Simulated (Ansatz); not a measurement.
Task: a scan of the Hubbard U of CuCl₂, space group P4/mmm, with Ansatz 0.2.0, Python API. Give the script and its output. Use (first run): r2SCAN, PAW, cutoff 550 eV, 6×6×7 k-points, Gaussian smearing of 0.05 eV, D3BJATM dispersion.

Contents of `cucl2.xyz`:
```text
3
Lattice="4.520648 0.0 0.0 0.0 4.520648 0.0 0.0 0.0 4.317712" Properties=species:S:1:pos:R:3 pbc="T T T"
Cu    0.00000000    0.00000000    0.00000000
Cl    2.26032400    0.00000000    0.00000000
Cl    0.00000000    2.26032400    0.00000000
```

`plus_u_cucl2.py`:
```python
# -*- coding: utf-8 -*-
'''DFT+U scan for CuCl2.'''

import ansatz as az
import numpy as np

KGRID = (6, 6, 7)
SMEARING = 'Gaussian'
SMEARING_WIDTH = 0.05
FUNCTIONAL = 'r2scan'
DISPERSION = 'd3bjatm'
CUTOFF_EV = 550


def count_gap(report):
    # lowest empty less highest filled band, counting bands; zero where they overlap
    return max(report.get('gap_by_band_count_ev') or 0.0, 0.0)

structure = az.Crystal.from_extxyz('cucl2.xyz')

calculation = (
    structure.calculation()
    .kpoints(*KGRID)
    .occupations(SMEARING, width=SMEARING_WIDTH)  # smearing steadies the SCF of a metal
    .functional(FUNCTIONAL, dispersion=DISPERSION)
    .basis(CUTOFF_EV)
    .band_table()  # levels at the mesh points
)
rows = []
for u in [2.0, 4.0, 6.0, 8.0]:
    report = calculation.hubbard('Cu', 'd', u_eff=u).run(threads=1).report
    shell = report['hubbard']['n_scf']
    rows.append((u, count_gap(report), sum(shell) / len(shell), report['n_iterations']))
print('      U_eff eV  gap by band count eV  Cu d occupation (projector)      iterations')
for row in rows:
    print(f'{str(row[0]):>14s}  {row[1]:20.3f}  {row[2]:27.4f}  {row[3]:14d}')
```

```console
$ python plus_u_cucl2.py
      U_eff eV  gap by band count eV  Cu d occupation (projector)      iterations
           2.0                 0.000                       9.5769              16
           4.0                 0.000                       9.6319              17
           6.0                 0.000                       9.6895              18
           8.0                 0.000                       9.7438              15
```

Reading the output:
- The cell holds an odd number of electrons and is run without spin, so a magnetic state may lie lower.
- Dispersion corrections can be off by several per cent in the lattices of metals, and by several GPa in the pressure at a fixed cell.
- The mesh is modest for a metal, so energies can be off by several to tens of meV an atom and pressures by half a GPa or more; differences at equal mesh fare better.
- A gap by band count of zero or less means overlapping bands, a metal, and at an odd count of electrons it is no gap at all.
- A Hubbard U without spin forces both spins into the same orbitals, which can open a gap or pick a state that a spin-polarised run wouldn't.
- The structure comes from a database of computed cells and needn't be a stable or known phase.
- Levels are Kohn-Sham eigenvalues on this mesh.
- Shell occupations and the effect of U depend on the projectors; a run with no .spin step is spin-unpolarised, and each U may end in a state that isn't the lowest.
- Finished in 91 s on 1 thread of Arm Neoverse V1, on a shared host, peak memory 0.59 GiB.
